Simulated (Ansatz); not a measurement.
# AsF₂ (doublet): wave-function methods side by side, cc-pVTZ

One table from this session's results is given with a row withheld; the runs are named, their logs left out.

Method: cc-pVTZ, core rule «outside noble gas», up to 16 orbitals frozen; program: Ansatz 0.2.0, Gaussian basis.

Plan: UHF; CCSD(T) on ROHF; CCSD(T) on UHF; BCCD(T) on ROHF; CCSDT(Q) on ROHF; CCSDT(Q) on UHF; CASSCF and NEVPT2, 19 electrons in 12 orbitals.

4 further runs of the same task are left out: 4 set aside as unsound or not needed.

### The geometry

The geometry is a PBE0/def2-TZVP stationary point (not a proven minimum). No spin-orbit coupling is included. The filled d shell of As may be among the frozen orbitals whatever the setting's name suggests; the logs give the count.

3 atoms, charge 0, spin multiplicity 2.

Atoms are counted from 1 here; the program's logs count them from 0.

Bond lengths: As1–F2 1.730 Å, As1–F3 1.730 Å. Angles: F2–As1–F3 96.5°.

Geometry (Å):

```xyz
3
charge 0, multiplicity 2
As    0.0000   -0.3875    0.0000
F     0.0000    0.7641   -1.2906
F     0.0000    0.7641    1.2906
```

Set-up of the first run:

in.yaml

```yaml
crystal:
  periodic: [false, false, false]
  atoms:
    - {symbol: As, position_ang: [0.000000, -0.387542, 0.000000]}
    - {symbol: F, position_ang: [0.000000, 0.764150, -1.290593]}
    - {symbol: F, position_ang: [0.000000, 0.764150, 1.290593]}
basis:
  gaussian: {orbitals: cc-pVTZ}
magnetization: {spin_polarized: true, initial_magnetization: 1}
hamiltonian: {xc: hf}
output: {orbitals: {seedname: orbitals}}
```

On the command line:

```sh
$ ansatz run in.yaml --threads 1 --pin off --events-out ev --progress --plain --max-ram 4096MiB --backend cpu
```

Steps of the session up to this table: UHF; CCSD(T) on ROHF; CCSD(T) on UHF; BCCD(T) on ROHF; CCSDT(Q) on ROHF; CCSDT(Q) on UHF; CASSCF and NEVPT2, 19 electrons in 12 orbitals.

One of the session's tables, all rows but one given; the rest of the session is left out.

| method | from UCCSDT(Q) (meV) |
| --- | --- |
| ROHF | +17710.2 |
| UHF | +17562.3 |
| RMP2 | +740.2 |
| UMP2 | +769.4 |
| RCCSD | +611.8 |
| UCCSD | +605.7 |
| RCCSD(T) | +42.7 |
| UCCSD(T) | +41.0 |
| BCCD(T) | ? |
| RCCSDT | +30.7 |
| UCCSDT | +27.4 |
| RCCSDT(Q) | +10.6 |
| UCCSDT(Q) | 0 |
| CASSCF valence | +16201.3 |
| NEVPT2 valence | +2156.9 |

Q: Estimate the row for BCCD(T) from the others.

As computed: from UCCSDT(Q) (meV): +34.5. In the column «from UCCSDT(Q) (meV)» it lies between RCCSDT (+30.7) and UCCSD(T) (+41.0).

With the free atoms at the same levels and basis (separate runs), the atomisation energy is 8.339 eV at UCCSDT(Q), 8.349 eV at RCCSD(T), 8.329 eV at UCCSD(T), 5.044 eV at ROHF.

To keep in mind: Restricted and unrestricted rows rest on different reference determinants; where their highest levels disagree by more than a few hundredths of an eV, they describe different states and don't form one ladder.
